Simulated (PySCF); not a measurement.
# C₆H₁₀NPS: magnetic properties

Wanted: magnetic properties for C₆H₁₀NPS (`CP(C)(=N)c1ccsc1`).

Computed with PySCF 2.14.0 and routines of our own; the level stands in each step. Atoms count from 0.

### Step 1. The system as given

19 atoms, charge 0, multiplicity 1; geometry from: GFN2-xTB.

### Step 2. Magnetic properties: GIAO B3LYP/pcSseg-1

The job: settings as JSON, then the geometry in Å.

```
{"job": {"kind": "mag", "xc": "B3LYP", "basis": "pcSseg-1", "isotopologues": 0}, "charge": 0, "multiplicity": 1}
C     -1.943979    -0.963845     0.750150
P     -0.782395    -0.202193    -0.470545
C     -1.297392     1.538023    -0.556145
N     -0.753963    -0.721938    -1.937102
C      0.795218    -0.143302     0.448215
C      1.960728     0.318882    -0.220801
C      3.066353     0.264840     0.557305
S      2.721902    -0.360692     2.124077
C      1.061985    -0.549379     1.718772
H     -1.988524    -0.405535     1.681139
H     -2.928624    -0.982109     0.283064
H     -1.634395    -1.989235     0.949974
H     -0.605579     2.059152    -1.214183
H     -2.291075     1.567236    -0.998431
H     -1.302337     2.001623     0.428076
H     -0.493833    -1.691002    -2.052696
H      1.944539     0.662087    -1.240649
H      4.071991     0.548647     0.317715
H      0.389578    -0.942010     2.454934
```

Method: GIAO B3LYP/pcSseg-1 magnetisability, rotational g tensor and spin-rotation constants, non-relativistic, gas phase.

On the command line:

```
> OMP_NUM_THREADS=1 python excited_run.py task.json out
```

The driver reads the jobs from task.json and runs them one after another.

The program printed:

```text
coarse grid: 17032 points
cycle   1  E = -1028.6940766848  dE =  1.507e+00  |g| = 7.831e-01  |ddm| = 4.299e+00
cycle   2  E = -1028.3774385016  dE =  3.166e-01  |g| = 1.348e+00  |ddm| = 3.339e+00
cycle   3  E = -1028.8223850956  dE = -4.449e-01  |g| = 2.590e-01  |ddm| = 2.738e+00
cycle   4  E = -1028.8389106905  dE = -1.653e-02  |g| = 5.733e-02  |ddm| = 3.713e-01
cycle   5  E = -1028.8393473204  dE = -4.366e-04  |g| = 3.974e-02  |ddm| = 1.025e-01
cycle   6  E = -1028.8397789600  dE = -4.316e-04  |g| = 8.487e-03  |ddm| = 5.041e-02
cycle   7  E = -1028.8397967909  dE = -1.783e-05  |g| = 2.566e-03  |ddm| = 1.100e-02
cycle   8  E = -1028.8397982514  dE = -1.461e-06  |g| = 6.178e-04  |ddm| = 2.693e-03
final grid: 155632 points
cycle   9  E = -1028.9065523762  dE = -3.897e-05  |g| = 6.466e-03  |ddm| = 3.178e-02
cycle  10  E = -1028.9065443661  dE =  8.010e-06  |g| = 8.400e-03  |ddm| = 1.383e-02
cycle  11  E = -1028.9065623106  dE = -1.794e-05  |g| = 1.611e-03  |ddm| = 9.372e-03
cycle  12  E = -1028.9065630129  dE = -7.023e-07  |g| = 3.417e-04  |ddm| = 2.216e-03
cycle  13  E = -1028.9065630389  dE = -2.596e-08  |g| = 1.051e-04  |ddm| = 4.434e-04
cycle  14  E = -1028.9065630411  dE = -2.195e-09  |g| = 4.436e-05  |ddm| = 1.715e-04
cycle  15  E = -1028.9065630415  dE = -4.097e-10  |g| = 1.760e-05  |ddm| = 7.527e-05
converged SCF energy = -1028.9065630415

Magnetisability tensor (1e-30 J/T^2)
    -1518.97      137.10       51.08
      137.10    -2163.41     -259.92
       51.08     -259.92    -1597.87
isotropic -1760.08   principal values   -2292.40  -1497.33  -1490.52
isotropic susceptibility -105.995 1e-6 cm^3/mol

Inertial axes            a          b          c
rot. const./GHz      2.4559     0.7353     0.6602
chi total           -89.987    -89.958   -138.039
chi diamagnetic    -656.576  -1710.188  -1901.772
chi paramagnetic    566.589   1620.230   1763.733
quadrupole/D A       -5.206      4.659      0.547
g nuclear            0.6179     0.5469     0.5512
g electronic        -0.6537    -0.5597    -0.5470
g total             -0.0358    -0.0127     0.0042

Spin-rotation constants (kHz, H = +C I.J)
atom  isotope        aa         bb         cc
  1    31P        4.157      1.170      0.944
  3    14N        0.090      0.036      0.050
  9     1H       -0.244     -0.051     -0.020
 10     1H        0.069     -0.078     -0.083
 11     1H       -0.263     -0.060     -0.008
 12     1H       -0.270      0.015     -0.068
 13     1H        0.081     -0.090     -0.070
 14     1H       -0.238     -0.062     -0.021
 15     1H       -0.311     -0.095      0.021
 16     1H       -0.146      0.055     -0.069
 17     1H       -0.006      0.006     -0.074
 18     1H       -0.229      0.073     -0.078
  0    13C*       0.397      0.097      0.113
  4    13C*       1.090      0.321      0.116
  5    13C*       0.904      0.345      0.098
  6    13C*       0.928      0.327      0.107
  7    33S*       1.056      0.281      0.214
  8    13C*       0.904      0.330      0.106
* in the singly substituted isotopologue
```

Run time: 2.2 min. Hardware: 1 thread of Intel Xeon at 2.50GHz, shared host; peak memory 1.1 GiB.

Key values:

```csv
quantity,value
magnetisability,-1760·10⁻³⁰ J/T²
molar susceptibility,-106.0·10⁻⁶ cm³/mol
"rotational g (a, b, c)","-0.0358, -0.0127, 0.0042"
```

### Step 3. Magnetic properties: GIAO BP86/pcseg-1

Settings changed since step 2:

```diff
@@ -1,2 +1,2 @@
-{"job": {"kind": "mag", "xc": "B3LYP", "basis": "pcSseg-1", "isotopologues": 0}, "charge": 0, "multiplicity": 1}
+{"job": {"kind": "mag", "xc": "BP86", "basis": "pcseg-1", "scf": {"max_cycle": 3}}, "charge": 0, "multiplicity": 1}
 C     -1.943979    -0.963845     0.750150
```

Method: GIAO BP86/pcseg-1 magnetisability, rotational g tensor and spin-rotation constants, non-relativistic, gas phase.

The program printed:

```text
final grid: 155632 points
cycle   1  E = -1028.7474607682  dE =  1.308e+00  |g| = 8.362e-01  |ddm| = 4.930e+00
cycle   2  E = -1027.8421191213  dE =  9.053e-01  |g| = 1.925e+00  |ddm| = 4.695e+00
cycle   3  E = -1028.8580094132  dE = -1.016e+00  |g| = 4.897e-01  |ddm| = 4.316e+00
SCF not converged, last energy = -1028.8580094132
```

Wall time 32 s (1 thread of Intel Xeon at 2.50GHz, shared host); peak memory 0.66 GiB.

Why it failed: The cap of 3 cycles ended the SCF at a gradient of 4.9e-01. Cure: raise the cap. Numbers printed on the way are no properties of the molecule.

### Step 4. Summary of results

| quantity | value |
| --- | --- |
| magnetisability (step 2, GIAO B3LYP/pcSseg-1) | -1760·10⁻³⁰ J/T² |
| molar susceptibility (step 2, GIAO B3LYP/pcSseg-1) | -106.0·10⁻⁶ cm³/mol |
| rotational g (a, b, c) (step 2, GIAO B3LYP/pcSseg-1) | -0.0358, -0.0127, 0.0042 |
| runs | 1 failed, 0 ended on unsound input |

What this shows: The values above hold for this geometry and these levels alone. Vibrational averaging and real surroundings are missing from these values.
